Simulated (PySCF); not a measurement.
# CrH4O4 (Cr(OH)4): the cost of one run

Computed with PySCF 2.14.0 and routines of our own; the level stands in each step. Atoms count from 0.

## (1) The system as given

9 atoms, charge 0, states of the metal's open shell are computed; geometry from: model start, shaken.

## (2) Geometry optimisation at PBE0-D3(BJ)/def2-TZVP

The job: settings as JSON, then the geometry in Å.

```
{"job": {"xc": "PBE0", "basis": "def2-TZVP", "d3": "d3bj", "grid": 1, "maxiter": 45, "kind": "geom"}, "charge": 0, "metal": "Cr", "open_shell": "d2"}
Cr     0.000020     0.004480    -0.004110
O      1.002780     1.009320     1.001260
H      0.763120     1.913690     1.320520
O     -1.025440    -1.008790     1.021490
H     -0.760640    -1.907550     1.327470
O     -1.005710     0.995970    -1.023000
H     -1.922110     0.742880    -1.355530
O      1.012610    -1.035150    -1.012070
H      1.895940    -0.765020    -1.365660
```

Run with:

```bash
$ OMP_NUM_THREADS=1 python lf_run.py task.json out
```

The driver reads the jobs from task.json and runs them one after another.

Q: Estimate the wall time and peak memory of this first job on 1 thread of Arm Neoverse N1, shared host.

About 6.7 min, with a peak of 0.87 GiB.
